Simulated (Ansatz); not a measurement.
# RuSb2: the cost of one run

Computed with Ansatz 0.2.0 (DFT r²SCAN, scalar-relativistic, plane waves, PAW, unless a step's input says otherwise).

2 further runs of the same task are left out: 2 set aside as unsound or not needed.

## Step 1: The starting structure

It takes space group Pnnm (No. 58, orthorhombic). The conventional cell has a = 5.951 Å, b = 6.674 Å, c = 3.179 Å, α = 90.00°, β = 90.00°, γ = 90.00°. Sb (site symmetry m) is surrounded by 3 Ru at 2.63 to 2.65 Å and 1 Sb at 2.86 Å. Around Ru (site symmetry 2/m) lie 6 Sb at 2.63 to 2.65 Å.

Structure file:

```cif
data_structure
_symmetry_space_group_name_H-M 'Pnnm'
_symmetry_Int_Tables_number 58
_cell_length_a 5.9514
_cell_length_b 6.6743
_cell_length_c 3.1790
_cell_angle_alpha 90.000
_cell_angle_beta 90.000
_cell_angle_gamma 90.000
_cell_volume 126.27
loop_
_atom_site_label
_atom_site_type_symbol
_atom_site_symmetry_multiplicity
_atom_site_Wyckoff_symbol
_atom_site_fract_x
_atom_site_fract_y
_atom_site_fract_z
_atom_site_occupancy
Sb1 Sb 4 g 0.18120 0.35900 0.00000 1
Ru1 Ru 2 a 0.00000 0.00000 0.00000 1
```

The cell is the deposited one, not relaxed. An earlier run on this cell at r²SCAN gave 2.74 GPa at 21.046 Å³/atom (6×4×10 mesh), gap on the mesh 0.17 eV.

## Step 2: Bands on a fine mesh

input.yaml

```yaml
crystal:
  lattice:
    - [5.951399641, 0.0, 0.0]
    - [0.0, 6.6742995973, 0.0]
    - [0.0, 0.0, 3.1789998082]
  atoms:
    - { symbol: Sb, position: [0.1812, 0.359, 0.0] }
    - { symbol: Sb, position: [0.8188, 0.641, 0.0] }
    - { symbol: Sb, position: [0.6812, 0.141, 0.5] }
    - { symbol: Sb, position: [0.3188, 0.859, 0.5] }
    - { symbol: Ru, position: [0.0, 0.0, 0.0] }
    - { symbol: Ru, position: [0.5, 0.5, 0.5] }
basis:
  ecutwfc: 500
  ecutrho_ratio: 4
kpoints:
  mp_grid: { grid: [6, 4, 10] }
hamiltonian:
  xc: r2scan
scf:
  occupations: { method: gaussian, width: 0.05 }
output:
  forces: true
  stress: true
  eigenvalues: true
  eigenstates:
    nscf_kmesh: { grid: [8, 8, 14] }
    de_dk: true
    e_range: [-2.5, 2.672872056683]
  write_density: true
  write_potential: true
  elf: true
  volumetric_format: npy
```

Started as:

```sh
$ ansatz run input.yaml --threads 8 --pin off --max-ram 15360MiB --backend cpu --events-out ev --progress --plain --runs-dir out
```

Q: Estimate wall time and peak memory on 8 threads of Intel Xeon at 2.50GHz (Skylake/Cascade Lake), shared host.

About 48 s, with a peak of 1.7 GiB.
